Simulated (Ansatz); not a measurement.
# Bi2Se3: the cost of one run

Program: Ansatz 0.2.0. Level of theory: DFT PBE, scalar-relativistic, plane waves, PAW. These are calculated values, not measurements.

4 further runs of the same task are left out: 1 that didn't finish, 3 set aside as unsound or not needed.

### 1 The starting structure

The structure is trigonal, space group R-3m (No. 166). The conventional cell has a = 4.187 Å, b = 4.187 Å, c = 31.302 Å, α = 90.00°, β = 90.00°, γ = 120.00°. Bi (site symmetry 3m) is surrounded by 6 Se at 2.88 to 3.11 Å. Se (site symmetry -3m) has 6 Bi at 3.11 Å as nearest neighbours. Se (site symmetry 3m) is surrounded by 3 Bi at 2.88 Å.

Structure file:

```
Bi Se
1.0
     2.09366    1.20877   10.43403
    -2.09366    1.20877   10.43403
     0.00000   -2.41755   10.43403
Bi Se
2 3
Direct
  0.39559 0.39559 0.39559
  0.60441 0.60441 0.60441
  0.00000 0.00000 0.00000
  0.22103 0.22103 0.22103
  0.77897 0.77897 0.77897
```

This cell was relaxed beforehand with the same method: volume 31.69 Å³/atom, gap on the mesh 0.69 eV.

### 2 Electronic structure at the relaxed geometry

input.yaml

```yaml
crystal:
  lattice:
    - [2.0936564893, 1.2087731376, 10.4340292803]
    - [-2.0936564893, 1.2087731376, 10.4340292803]
    - [0.0, -2.4175462753, 10.4340292803]
  atoms:
    - { symbol: Bi, position: [0.3955941752, 0.3955941752, 0.3955941752] }
    - { symbol: Bi, position: [0.6044058248, 0.6044058248, 0.6044058248] }
    - { symbol: Se, position: [0.0, 0.0, 0.0] }
    - { symbol: Se, position: [0.2210304485, 0.2210304485, 0.2210304485] }
    - { symbol: Se, position: [0.7789695515, 0.7789695515, 0.7789695515] }
basis:
  ecutwfc: 420
kpoints:
  mp_grid: { grid: [6, 6, 6] }
  band_path:
    path:
      - [[0.0, 0.0, 0.0], [0.5, 0.5, 0.5], [0.82438599, 0.17561401, 0.5]]
      - [[0.5, -0.17561401, 0.17561401], [0.5, 0.0, 0.0], [0.0, 0.0, 0.0], [0.33780701, -0.33780701, 0.0]]
      - [[0.66219299, 0.0, 0.33780701], [0.5, 0.0, 0.5], [0.0, 0.0, 0.0]]
    npoints: 14
hamiltonian:
  xc: pbe
scf:
  occupations: { method: gaussian, width: 0.02 }
  n_extra_bands: 12
output:
  forces: true
  stress: true
  eigenvalues: true
  populations: true
  dos: { projected: true, de: 0.02, nscf_kmesh: { grid: [9, 9, 9] } }
  bader: true
  write_density: true
  write_potential: true
  elf: true
  volumetric_format: npy
```

Command:

```
ansatz run input.yaml --threads 1 --pin off --max-ram 2560MiB --backend cpu --events-out ev --progress --plain --runs-dir out
```

Q: Estimate wall time and peak memory on 1 thread of Intel Xeon at 2.70GHz, shared host.

About 1.9 min, with a peak of 0.73 GiB.
